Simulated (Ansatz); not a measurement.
# CH₉NOSi₂: vertical ionisation energy

The task here is to estimate one member of a computed series from the others.

Program: Ansatz 0.2.0, Gaussian basis. Level of theory: unrestricted cation, the program's frozen cores in correlated methods. These are calculated values, not measurements.

The runs, in order: UKS PBE-D4/def2-TZVPP; UKS r2SCAN-D4/def2-TZVPP; UKS PBE0-D4/def2-TZVPP; UKS B3LYP-D4/def2-TZVPP; UKS wB97X-V/def2-TZVPP; then −ε(HOMO) from the neutral's earlier runs with LDA (SPW92), PBE-D4, revPBE-D4, BLYP-D4, r2SCAN-D4, B97M-V, PBE0-D4, B3LYP-D4, r2SCANh-D4, r2SCAN0-D4, HSE06-D4, BHLYP-D4, CAM-B3LYP-D4, LC-ωPBE, ωB97X-V, ωB97M-V.

## Structure used throughout

The geometry comes from an earlier relaxation with PBE0-D4 in a triple-zeta def2 set; it is a stationary point, not always the lowest conformer.

14 atoms, charge 0, spin multiplicity 1.

Atoms are counted from 1 here; the program's logs count them from 0.

Bond lengths: C1–O2 1.407 Å, C1–H6 1.097 Å, C1–H7 1.096 Å, C1–H8 1.091 Å, O2–Si3 1.652 Å, Si3–N4 1.704 Å, Si3–Si5 2.347 Å, Si3–H9 1.492 Å, N4–H10 1.007 Å, N4–H11 1.007 Å, Si5–H12 1.491 Å, Si5–H13 1.488 Å, Si5–H14 1.490 Å. Angles: O2–C1–H6 111.6°, O2–C1–H7 111.7°, O2–C1–H8 108.4°, H6–C1–H7 108.3°, H6–C1–H8 108.4°, H7–C1–H8 108.3°, C1–O2–Si3 122.7°, O2–Si3–N4 112.1°, O2–Si3–Si5 110.3°, O2–Si3–H9 107.4°, N4–Si3–Si5 107.4°, N4–Si3–H9 107.8°, Si5–Si3–H9 111.8°, Si3–N4–H10 120.9°, Si3–N4–H11 120.7°, H10–N4–H11 111.4°, Si3–Si5–H12 110.0°, Si3–Si5–H13 111.3° and more.

Coordinates:

```xyz
14
charge 0, multiplicity 1
C     0.26695   -0.46242    2.19094
O     0.62016   -0.85653    0.88722
Si   -0.31294   -0.51278   -0.43200
N     0.18958   -1.37208   -1.81552
Si   -0.18965    1.77491   -0.94245
H    -0.74315   -0.79866    2.45552
H     0.31009    0.62654    2.31079
H     0.97405   -0.91295    2.88967
H    -1.70883   -0.93451   -0.11395
H     0.02431   -2.36233   -1.89823
H     1.01387   -1.09433   -2.32223
H     1.08741    2.07080   -1.65297
H    -1.31748    2.19411   -1.81856
H    -0.22726    2.61095    0.29048
```

The first run:

in.yaml reads:

```yaml
crystal:
  periodic: [false, false, false]
  atoms:
    - {symbol: C, position_ang: [0.266947, -0.462418, 2.190936]}
    - {symbol: O, position_ang: [0.620163, -0.856528, 0.887223]}
    - {symbol: Si, position_ang: [-0.312935, -0.512784, -0.432003]}
    - {symbol: N, position_ang: [0.189578, -1.372077, -1.815522]}
    - {symbol: Si, position_ang: [-0.189653, 1.774908, -0.942451]}
    - {symbol: H, position_ang: [-0.743153, -0.798665, 2.455522]}
    - {symbol: H, position_ang: [0.310091, 0.626538, 2.310792]}
    - {symbol: H, position_ang: [0.974047, -0.912952, 2.889675]}
    - {symbol: H, position_ang: [-1.708832, -0.934514, -0.113954]}
    - {symbol: H, position_ang: [0.024313, -2.362332, -1.898229]}
    - {symbol: H, position_ang: [1.013868, -1.094334, -2.322230]}
    - {symbol: H, position_ang: [1.087407, 2.070800, -1.652973]}
    - {symbol: H, position_ang: [-1.317477, 2.194109, -1.818561]}
    - {symbol: H, position_ang: [-0.227265, 2.610951, 0.290477]}
basis:
  gaussian: {orbitals: def2-TZVPP}
total_charge: 1
magnetization: {spin_polarized: true, initial_magnetization: 1}
hamiltonian: {xc: pbe, dispersion: d4}
```

Started as:

```
ansatz run in.yaml --threads 2 --pin off --events-out ev --progress --plain --max-ram 20480MiB --backend cpu
```

Steps of the session up to this table: Cation, UKS PBE-D4/def2-TZVPP; Cation, UKS r2SCAN-D4/def2-TZVPP; Cation, UKS PBE0-D4/def2-TZVPP; Cation, UKS B3LYP-D4/def2-TZVPP; Cation, UKS wB97X-V/def2-TZVPP.

One of the session's tables, all rows but one given; the rest of the session is left out.

It belongs to the step «Ionisation energies side by side». Orbital estimates, from the neutral's runs:

```
  functional  −ε(HOMO) (eV)
 LDA (SPW92)           6.21
      PBE-D4           6.11
   revPBE-D4           6.07
     BLYP-D4           6.02
   r2SCAN-D4           6.40
      B97M-V           6.55
     PBE0-D4           7.42
    B3LYP-D4           7.22
  r2SCANh-D4              ?
  r2SCAN0-D4           7.61
    HSE06-D4           7.02
    BHLYP-D4           8.62
CAM-B3LYP-D4           8.75
     LC-ωPBE          10.03
     ωB97X-V           9.73
     ωB97M-V           9.55
```

Estimate the missing values for r2SCANh-D4.

Worked estimate for «−ε(HOMO) (eV)». Against the share of exact exchange, r2SCAN-D4 (0, 6.40), r2SCAN0-D4 (0.25, 7.61) give a slope of 4.84 per unit share; at 0.1 the line stands at 6.88.

As computed: −ε(HOMO) (eV): 6.89. In «−ε(HOMO) (eV)» the line misses by -0.01.
